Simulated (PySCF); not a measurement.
# C3H9As: NMR shieldings

Wanted: NMR shieldings for C3H9As (`C[As](C)C`).

Programs: PySCF 2.14.0, with routines of our own; each step states its level. All values are computed. Atoms count from 0.

## 1. The starting structure

13 atoms, charge 0, multiplicity 1; geometry from: GFN2-xTB.

## 2. NMR shieldings: KT2/pcJ-1 As:dyall-v2z, spin–orbit

The job: settings as JSON, then the geometry in Å.

```
{"job": {"xc": "KT2", "basis": {"default": "pcJ-1", "As": "dyall-v2z"}, "rel": "so", "kind": "hnmr"}, "charge": 0, "multiplicity": 1}
C     -0.422206     1.618592     0.391158
As    -0.210283    -0.212410     1.099820
C      1.593809    -0.527645     0.360460
C     -1.204436    -1.123404    -0.343173
H     -0.163395     1.655877    -0.665914
H      0.221478     2.309738     0.933409
H     -1.451671     1.953097     0.510917
H      1.632931    -0.254037    -0.692873
H      1.864585    -1.577945     0.459450
H      2.331472     0.062590     0.902410
H     -0.862168    -0.786031    -1.320347
H     -1.064417    -2.201388    -0.276580
H     -2.270087    -0.916549    -0.255057
```

Method: KT2/pcJ-1 As:dyall-v2z GIAO NMR shielding, X2C with spin-orbit coupling, screened-nuclear two-electron part, Gaussian nuclei, gas phase.

On the command line:

```console
OMP_NUM_THREADS=1 python heavy_run.py task.json out
```

This one command runs all jobs of the session in turn.

The log of the run:

```text
spin-free SCF
coarse grid: 45120 points
cycle   1  E = -2391.8880978602  dE = -9.808e-02  |g| = 1.160e+00  |ddm| = 2.687e+00
cycle   2  E = -2391.7463252051  dE =  1.418e-01  |g| = 1.035e+00  |ddm| = 1.302e+00
cycle   3  E = -2391.9534493134  dE = -2.071e-01  |g| = 3.891e-01  |ddm| = 1.114e+00
cycle   4  E = -2391.9907608202  dE = -3.731e-02  |g| = 1.490e-01  |ddm| = 4.005e-01
cycle   5  E = -2391.9933827068  dE = -2.622e-03  |g| = 1.656e-02  |ddm| = 1.069e-01
cycle   6  E = -2391.9934199119  dE = -3.721e-05  |g| = 4.106e-03  |ddm| = 1.515e-02
cycle   7  E = -2391.9934249783  dE = -5.066e-06  |g| = 5.166e-04  |ddm| = 5.882e-03
final grid: 95048 points
cycle   8  E = -2391.9935907452  dE = -3.049e-07  |g| = 3.914e-03  |ddm| = 1.761e-03
cycle   9  E = -2391.9935906722  dE =  7.300e-08  |g| = 7.177e-04  |ddm| = 1.422e-03
cycle  10  E = -2391.9935904711  dE =  2.011e-07  |g| = 1.127e-03  |ddm| = 1.954e-03
cycle  11  E = -2391.9935908269  dE = -3.558e-07  |g| = 1.579e-04  |ddm| = 1.125e-03
cycle  12  E = -2391.9935908301  dE = -3.180e-09  |g| = 1.285e-05  |ddm| = 1.102e-04
converged SCF energy = -2391.9935908301
two-component SCF
cycle   1  E = -2391.9477424685  dE = -2.392e+03  |FDS-SDF| = 1.722e+01
cycle   2  E = -2392.0464655292  dE = -9.872e-02  |FDS-SDF| = 5.820e-03
cycle   3  E = -2392.0464654804  dE =  4.881e-08  |FDS-SDF| = 2.066e-03
cycle   4  E = -2392.0464654608  dE =  1.960e-08  |FDS-SDF| = 1.767e-03
cycle   5  E = -2392.0464656822  dE = -2.214e-07  |FDS-SDF| = 1.306e-04
cycle   6  E = -2392.0464656856  dE = -3.362e-09  |FDS-SDF| = 5.601e-05
converged, E = -2392.0464656856

Field gradients (au) and densities at the nuclei (bohr^-3)
atom        Vxx        Vyy        Vzz        centre      nuclear mean
  0 C     -0.0316    -0.0427     0.0743        131.165        131.162
  1 As     1.2688     1.2695    -2.5383      33233.264      33192.948
  2 C     -0.0316    -0.0427     0.0742        131.165        131.162
  3 C     -0.0316    -0.0426     0.0742        131.165        131.162
  4 H     -0.1527    -0.1531     0.3058          0.501          0.501
  5 H     -0.1523    -0.1536     0.3059          0.500          0.500
  6 H     -0.1523    -0.1536     0.3060          0.500          0.500
  7 H     -0.1526    -0.1530     0.3056          0.501          0.501
  8 H     -0.1522    -0.1536     0.3058          0.500          0.500
  9 H     -0.1522    -0.1536     0.3058          0.500          0.500
 10 H     -0.1527    -0.1530     0.3057          0.501          0.501
 11 H     -0.1523    -0.1536     0.3059          0.500          0.500
 12 H     -0.1523    -0.1536     0.3058          0.500          0.500
without picture change
  1 As                          -2.6134                     52170.577

Core orbital energies (eV)
atom   shell        mean    spread
  1 As 1s       -11748.773   0.000
  1 As 2s        -1492.254   0.000
  1 As 3s         -191.315   0.000
  1 As 4s          -16.778   0.000
  1 As 2p1/2     -1331.545   0.000
  1 As 2p3/2     -1295.235   0.028
  1 As 3p1/2      -137.295   0.000
  1 As 3p3/2      -132.289   0.101
  1 As 3d3/2       -40.540   0.111
  1 As 3d5/2       -39.830   0.147

Shielding tensors (ppm)
atom      isotropic    diamagn.    paramagn.     s11        s22        s33       span
  0 C       175.05      253.67      -78.62     163.48     166.94     194.72      31.24
  1 As     1679.99     2767.75    -1087.77    1659.34    1690.16    1690.46      31.12
  2 C       175.04      253.65      -78.61     163.51     166.92     194.71      31.20
  3 C       175.06      253.67      -78.60     163.58     166.90     194.72      31.14
  4 H        30.99       31.16       -0.17      26.83      28.66      37.47      10.64
  5 H        30.60       30.43        0.18      25.86      27.34      38.61      12.74
  6 H        30.61       30.43        0.18      25.87      27.34      38.61      12.74
  7 H        30.98       31.15       -0.17      26.83      28.65      37.47      10.64
  8 H        30.60       30.42        0.18      25.87      27.34      38.61      12.74
  9 H        30.60       30.42        0.18      25.87      27.34      38.60      12.74
 10 H        30.98       31.18       -0.20      26.83      28.65      37.47      10.64
 11 H        30.61       30.45        0.16      25.87      27.34      38.61      12.74
 12 H        30.61       30.45        0.16      25.87      27.34      38.61      12.74
```

Run time: 55 s. Hardware: 1 thread of Intel Xeon Platinum 8375C at 2.90GHz, shared host; peak memory 1.3 GiB.

Key values:

```
                       quantity       value
energy from spin-orbit coupling  -0.0529 Eh
```

## 3. NMR shieldings: B3LYP/pcJ-1 As:dyall-v2z, spin–orbit

The job, as its differences from that of step 2:

```diff
@@ -1,2 +1,2 @@
-{"job": {"xc": "KT2", "basis": {"default": "pcJ-1", "As": "dyall-v2z"}, "rel": "so", "kind": "hnmr"}, "charge": 0, "multiplicity": 1}
+{"job": {"xc": "B3LYP", "basis": {"default": "pcJ-1", "As": "dyall-v2z"}, "rel": "so", "kind": "hnmr"}, "charge": 0, "multiplicity": 1}
 C     -0.422206     1.618592     0.391158
```

Level: B3LYP/pcJ-1 As:dyall-v2z GIAO NMR shielding, X2C with spin-orbit coupling, screened-nuclear two-electron part, Gaussian nuclei, gas phase.

The log of the run:

```text
spin-free SCF
coarse grid: 45120 points
cycle   1  E = -2380.5991994504  dE = -8.292e-02  |g| = 5.310e-01  |ddm| = 2.672e+00
cycle   2  E = -2380.5534395346  dE =  4.576e-02  |g| = 6.921e-01  |ddm| = 8.835e-01
cycle   3  E = -2380.6642336483  dE = -1.108e-01  |g| = 5.053e-02  |ddm| = 5.013e-01
cycle   4  E = -2380.6646855293  dE = -4.519e-04  |g| = 2.994e-02  |ddm| = 8.062e-02
cycle   5  E = -2380.6647962727  dE = -1.107e-04  |g| = 6.960e-03  |ddm| = 2.145e-02
cycle   6  E = -2380.6648040467  dE = -7.774e-06  |g| = 9.247e-04  |ddm| = 6.130e-03
final grid: 95048 points
cycle   7  E = -2380.6648687404  dE = -7.908e-08  |g| = 1.035e-03  |ddm| = 2.411e-03
cycle   8  E = -2380.6648686018  dE =  1.385e-07  |g| = 1.547e-03  |ddm| = 2.332e-03
cycle   9  E = -2380.6648689968  dE = -3.950e-07  |g| = 1.542e-04  |ddm| = 1.115e-03
cycle  10  E = -2380.6648690022  dE = -5.399e-09  |g| = 6.836e-06  |ddm| = 1.695e-04
converged SCF energy = -2380.6648690022
two-component SCF
cycle   1  E = -2380.6192634947  dE = -2.381e+03  |FDS-SDF| = 1.716e+01
cycle   2  E = -2380.7176463275  dE = -9.838e-02  |FDS-SDF| = 6.385e-02
cycle   3  E = -2380.7176989987  dE = -5.267e-05  |FDS-SDF| = 2.336e-03
cycle   4  E = -2380.7177003634  dE = -1.365e-06  |FDS-SDF| = 1.749e-03
cycle   5  E = -2380.7177005502  dE = -1.868e-07  |FDS-SDF| = 4.112e-04
cycle   6  E = -2380.7177005964  dE = -4.629e-08  |FDS-SDF| = 6.229e-05
cycle   7  E = -2380.7177005980  dE = -1.544e-09  |FDS-SDF| = 3.518e-05
converged, E = -2380.7177005980

Field gradients (au) and densities at the nuclei (bohr^-3)
atom        Vxx        Vyy        Vzz        centre      nuclear mean
  0 C     -0.0274    -0.0400     0.0674        125.909        125.907
  1 As     1.4080     1.4086    -2.8166      32766.047      32728.747
  2 C     -0.0274    -0.0400     0.0674        125.909        125.907
  3 C     -0.0274    -0.0400     0.0674        125.909        125.907
  4 H     -0.1523    -0.1524     0.3047          0.490          0.490
  5 H     -0.1520    -0.1534     0.3054          0.489          0.489
  6 H     -0.1520    -0.1534     0.3054          0.489          0.489
  7 H     -0.1523    -0.1523     0.3046          0.490          0.490
  8 H     -0.1519    -0.1533     0.3053          0.489          0.489
  9 H     -0.1519    -0.1533     0.3052          0.489          0.489
 10 H     -0.1523    -0.1524     0.3047          0.490          0.490
 11 H     -0.1520    -0.1534     0.3054          0.489          0.489
 12 H     -0.1519    -0.1534     0.3053          0.489          0.489
without picture change
  1 As                          -2.9006                     51336.945

Core orbital energies (eV)
atom   shell        mean    spread
  1 As 1s       -11753.419   0.000
  1 As 2s        -1501.561   0.000
  1 As 3s         -195.828   0.000
  1 As 4s          -18.325   0.000
  1 As 2p1/2     -1340.445   0.000
  1 As 2p3/2     -1304.047   0.029
  1 As 3p1/2      -141.406   0.000
  1 As 3p3/2      -136.316   0.102
  1 As 3d3/2       -43.166   0.121
  1 As 3d5/2       -42.442   0.159

Shielding tensors (ppm)
atom      isotropic    diamagn.    paramagn.     s11        s22        s33       span
  0 C       168.15      249.28      -81.13     157.33     159.40     187.72      30.39
  1 As     1620.85     2760.74    -1139.88    1609.18    1626.54    1626.85      17.67
  2 C       168.14      249.26      -81.12     157.35     159.36     187.72      30.36
  3 C       168.16      249.29      -81.12     157.42     159.35     187.73      30.31
  4 H        31.12       31.28       -0.16      27.00      28.89      37.48      10.48
  5 H        30.81       30.46        0.35      26.19      27.59      38.66      12.46
  6 H        30.81       30.46        0.35      26.20      27.59      38.65      12.46
  7 H        31.12       31.27       -0.15      26.99      28.88      37.48      10.49
  8 H        30.81       30.46        0.35      26.19      27.58      38.65      12.46
  9 H        30.81       30.45        0.36      26.19      27.59      38.65      12.46
 10 H        31.12       31.30       -0.18      26.99      28.89      37.48      10.49
 11 H        30.81       30.48        0.33      26.20      27.59      38.66      12.46
 12 H        30.81       30.49        0.33      26.20      27.59      38.65      12.46
```

Run time: 2 min. Hardware: 1 thread of Intel Xeon Platinum 8375C at 2.90GHz, shared host; peak memory 1.5 GiB.

In short:

```csv
quantity,value
energy from spin-orbit coupling,-0.0528 Eh
```

## 4. NMR shieldings: BHandHLYP/pcJ-1 As:dyall-v2z, spin–orbit

The job, as its differences from that of step 3:

```diff
@@ -1,2 +1,2 @@
-{"job": {"xc": "B3LYP", "basis": {"default": "pcJ-1", "As": "dyall-v2z"}, "rel": "so", "kind": "hnmr"}, "charge": 0, "multiplicity": 1}
+{"job": {"xc": "BHandHLYP", "basis": {"default": "pcJ-1", "As": "dyall-v2z"}, "rel": "so", "kind": "hnmr"}, "charge": 0, "multiplicity": 1}
 C     -0.422206     1.618592     0.391158
```

With the program's defaults for keys left out, this is: BHandHLYP/pcJ-1 As:dyall-v2z GIAO NMR shielding, X2C with spin-orbit coupling, screened-nuclear two-electron part, Gaussian nuclei, gas phase.

The log of the run:

```text
spin-free SCF
coarse grid: 45120 points
cycle   1  E = -2380.4560638600  dE = -1.200e-02  |g| = 3.245e-01  |ddm| = 2.634e+00
cycle   2  E = -2380.4686930037  dE = -1.263e-02  |g| = 2.488e-01  |ddm| = 4.251e-01
cycle   3  E = -2380.4816502486  dE = -1.296e-02  |g| = 4.091e-02  |ddm| = 1.631e-01
cycle   4  E = -2380.4819373100  dE = -2.871e-04  |g| = 1.655e-02  |ddm| = 4.346e-02
cycle   5  E = -2380.4819657382  dE = -2.843e-05  |g| = 3.587e-03  |ddm| = 1.138e-02
cycle   6  E = -2380.4819672761  dE = -1.538e-06  |g| = 7.590e-04  |ddm| = 3.117e-03
final grid: 95048 points
cycle   7  E = -2380.4820114550  dE = -1.359e-07  |g| = 6.571e-04  |ddm| = 1.840e-03
cycle   8  E = -2380.4820114712  dE = -1.619e-08  |g| = 7.661e-04  |ddm| = 1.018e-03
cycle   9  E = -2380.4820115411  dE = -6.985e-08  |g| = 6.355e-05  |ddm| = 4.076e-04
cycle  10  E = -2380.4820115420  dE = -9.450e-10  |g| = 7.402e-06  |ddm| = 7.190e-05
converged SCF energy = -2380.4820115420
two-component SCF
cycle   1  E = -2380.4365003583  dE = -2.380e+03  |FDS-SDF| = 1.714e+01
cycle   2  E = -2380.5343876347  dE = -9.789e-02  |FDS-SDF| = 1.544e-01
cycle   3  E = -2380.5346197220  dE = -2.321e-04  |FDS-SDF| = 8.452e-03
cycle   4  E = -2380.5346312069  dE = -1.148e-05  |FDS-SDF| = 1.719e-03
cycle   5  E = -2380.5346332373  dE = -2.030e-06  |FDS-SDF| = 1.128e-03
cycle   6  E = -2380.5346335823  dE = -3.450e-07  |FDS-SDF| = 3.420e-04
cycle   7  E = -2380.5346337161  dE = -1.338e-07  |FDS-SDF| = 4.431e-05
cycle   8  E = -2380.5346337184  dE = -2.317e-09  |FDS-SDF| = 1.258e-05
converged, E = -2380.5346337184

Field gradients (au) and densities at the nuclei (bohr^-3)
atom        Vxx        Vyy        Vzz        centre      nuclear mean
  0 C     -0.0294    -0.0420     0.0714        125.694        125.692
  1 As     1.5247     1.5253    -3.0501      32745.413      32708.243
  2 C     -0.0294    -0.0420     0.0714        125.694        125.692
  3 C     -0.0294    -0.0420     0.0714        125.694        125.692
  4 H     -0.1526    -0.1528     0.3054          0.483          0.483
  5 H     -0.1521    -0.1539     0.3060          0.482          0.482
  6 H     -0.1521    -0.1539     0.3060          0.482          0.482
  7 H     -0.1526    -0.1528     0.3053          0.483          0.483
  8 H     -0.1520    -0.1538     0.3059          0.482          0.482
  9 H     -0.1520    -0.1538     0.3059          0.482          0.482
 10 H     -0.1526    -0.1528     0.3054          0.483          0.483
 11 H     -0.1521    -0.1539     0.3060          0.482          0.482
 12 H     -0.1520    -0.1539     0.3059          0.482          0.482
without picture change
  1 As                          -3.1418                     51296.570

Core orbital energies (eV)
atom   shell        mean    spread
  1 As 1s       -11826.173   0.000
  1 As 2s        -1528.099   0.000
  1 As 3s         -206.810   0.000
  1 As 4s          -20.665   0.000
  1 As 2p1/2     -1362.375   0.000
  1 As 2p3/2     -1325.639   0.024
  1 As 3p1/2      -150.279   0.000
  1 As 3p3/2      -145.066   0.095
  1 As 3d3/2       -48.234   0.129
  1 As 3d5/2       -47.476   0.171

Shielding tensors (ppm)
atom      isotropic    diamagn.    paramagn.     s11        s22        s33       span
  0 C       174.81      249.47      -74.66     166.11     166.45     191.88      25.77
  1 As     1713.24     2760.61    -1047.37    1707.53    1715.99    1716.19       8.66
  2 C       174.81      249.46      -74.65     166.13     166.42     191.87      25.74
  3 C       174.83      249.48      -74.65     166.19     166.41     191.88      25.69
  4 H        31.19       31.26       -0.07      26.75      28.98      37.84      11.09
  5 H        30.90       30.49        0.41      26.04      27.55      39.11      13.07
  6 H        30.90       30.50        0.40      26.05      27.55      39.11      13.06
  7 H        31.19       31.25       -0.07      26.75      28.97      37.84      11.10
  8 H        30.90       30.49        0.41      26.04      27.54      39.11      13.06
  9 H        30.90       30.49        0.41      26.04      27.55      39.10      13.06
 10 H        31.19       31.28       -0.09      26.74      28.97      37.84      11.10
 11 H        30.90       30.52        0.38      26.05      27.55      39.11      13.06
 12 H        30.90       30.52        0.38      26.04      27.55      39.11      13.06
```

Run time: 2.1 min. Hardware: 1 thread of Intel Xeon Platinum 8375C at 2.90GHz, shared host; peak memory 1.5 GiB.

In short:

| quantity | value |
| --- | --- |
| energy from spin-orbit coupling | -0.0526 Eh |

## 5. Shieldings side by side

| run | As1 | C2 | C3 | C0 | H6 | H8 | H5 | time |
| --- | --- | --- | --- | --- | --- | --- | --- | --- |
| step 2, KT2/pcJ-1 As:dyall-v2z, spin–orbit | 1680.0 | 175.0 | 175.1 | 175.0 | 30.6 | 30.6 | 30.6 | 55 s |
| step 3, B3LYP/pcJ-1 As:dyall-v2z, spin–orbit | 1620.9 | 168.1 | 168.2 | 168.2 | 30.8 | 30.8 | 30.8 | 2 min |
| step 4, BHandHLYP/pcJ-1 As:dyall-v2z, spin–orbit | 1713.2 | 174.8 | 174.8 | 174.8 | 30.9 | 30.9 | 30.9 | 2.1 min |

## 6. Summary of results

| quantity | value |
| --- | --- |
| energy from spin-orbit coupling (step 2, KT2/pcJ-1 As:dyall-v2z, spin–orbit) | -0.0529 Eh |
| shieldings (step 2, KT2/pcJ-1 As:dyall-v2z, spin–orbit) | C0 175.0, As1 1680.0, C2 175.0, C3 175.1 ppm |
| energy from spin-orbit coupling (step 3, B3LYP/pcJ-1 As:dyall-v2z, spin–orbit) | -0.0528 Eh |
| shieldings (step 3, B3LYP/pcJ-1 As:dyall-v2z, spin–orbit) | C0 168.2, As1 1620.9, C2 168.1, C3 168.2 ppm |
| energy from spin-orbit coupling (step 4, BHandHLYP/pcJ-1 As:dyall-v2z, spin–orbit) | -0.0526 Eh |
| shieldings (step 4, BHandHLYP/pcJ-1 As:dyall-v2z, spin–orbit) | C0 174.8, As1 1713.2, C2 174.8, C3 174.8 ppm |

In words: As1 moves most between the runs, by 92 ppm; the labels say what changes from run to run.
